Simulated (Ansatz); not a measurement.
**C₂H₅FOSi: one species, many methods**

How much do the methods differ for C₂H₅FOSi? The plan is to run it at one geometry with functionals of several rungs and with coupled cluster. The yardstick is the atomisation energy at the CCSD(T) limit.

Method: functionals in def2-TZVPP, the program's frozen cores in correlated methods; program: Ansatz 0.2.0, Gaussian basis.

The runs, in order: PBE-D4, r2SCAN-D4, PBE0-D4, B3LYP-D4, ωB97X-V, ωB97M-V, B2PLYP; CCSD(T)/def2-TZVPP; MP2/def2-QZVPP; extrapolation to the limit.

## (1) The geometry

All runs share one geometry, relaxed beforehand with PBE0-D4 in a triple-zeta def2 set.

SMILES `C=CO[SiH2]F`, 10 atoms, charge 0, spin multiplicity 1.

Atoms are counted from 1 here; the program's logs count them from 0.

Bond lengths: C1–C2 1.322 Å, C1–H6 1.083 Å, C1–H7 1.081 Å, C2–O3 1.360 Å, C2–H8 1.089 Å, O3–Si4 1.635 Å, Si4–F5 1.592 Å, Si4–H9 1.473 Å, Si4–H10 1.481 Å. Angles: C2–C1–H6 121.4°, C2–C1–H7 119.6°, H6–C1–H7 119.0°, C1–C2–O3 122.4°, C1–C2–H8 122.1°, O3–C2–H8 115.4°, C2–O3–Si4 126.6°, O3–Si4–F5 110.4°, O3–Si4–H9 106.5°, O3–Si4–H10 110.0°, F5–Si4–H9 108.3°, F5–Si4–H10 106.8°, H9–Si4–H10 114.8°.

## (2) PBE-D4 (GGA)

Input file in.yaml:

```yaml
crystal:
  periodic: [false, false, false]
  atoms:
    - {symbol: C, position_ang: [-1.828978, 0.555310, 0.855683]}
    - {symbol: C, position_ang: [-0.797390, -0.123451, 0.384687]}
    - {symbol: O, position_ang: [0.167905, 0.454083, -0.379975]}
    - {symbol: Si, position_ang: [1.590352, -0.216548, -0.826138]}
    - {symbol: F, position_ang: [2.654228, -0.097713, 0.352691]}
    - {symbol: H, position_ang: [-1.943966, 1.614031, 0.661525]}
    - {symbol: H, position_ang: [-2.576399, 0.047084, 1.448262]}
    - {symbol: H, position_ang: [-0.670135, -1.188469, 0.572568]}
    - {symbol: H, position_ang: [2.080887, 0.565793, -1.973153]}
    - {symbol: H, position_ang: [1.406598, -1.661421, -1.093151]}
basis:
  gaussian: {orbitals: def2-TZVPP}
hamiltonian: {xc: pbe, dispersion: d4}
output: {forces: true, orbitals: {seedname: orbitals}}
```

On the command line:

```bash
$ ansatz run in.yaml --threads 4 --pin off --events-out ev --progress --plain --max-ram 10444MiB
```

The runs that follow: r2SCAN-D4 (meta-GGA); PBE0-D4 (hybrid); B3LYP-D4 (hybrid); ωB97X-V (range-separated); ωB97M-V (range-separated); B2PLYP (double hybrid); CCSD(T) in def2-TZVPP; MP2 in def2-QZVPP.

Before running them: what should the planned runs give, taken together? Wanted: atomisation energy, CCSD(T)/CBS; farthest; mean size of error, hybrid; mean size of error, range-separated; gap, smallest and largest; T1 diagnostic; triples share of the correlation energy.

The runs gave:

```
                               quantity                                  value
        atomisation energy, CCSD(T)/CBS                              41.674 eV
    functionals within 0.208 eV (0.5 %)  r2SCAN-D4, B3LYP-D4, ωB97X-V, ωB97M-V
                               farthest                     PBE-D4 (+0.584 eV)
             mean size of error, hybrid                               0.207 eV
    mean size of error, range-separated                               0.020 eV
              gap, smallest and largest   5.33 eV (PBE-D4), 12.05 eV (ωB97X-V)
                          T1 diagnostic                                 0.0124
triples share of the correlation energy                                  3.6 %
```

**Reading.** PBE-D4 misses by +0.584 eV. Double hybrids carry the basis error of their MP2 part in triple zeta, and no dispersion term here, so their miss is partly the set-up's. The reference freezes the cores and leaves out relativity and excitations past (T), so misses under about 0.208 eV can't be ranked. Hartree-Fock recovers 74 % of the binding; the rest is correlation. The gap grows from 5.3 to 12.0 eV across the functionals, mostly with the share of exact exchange.
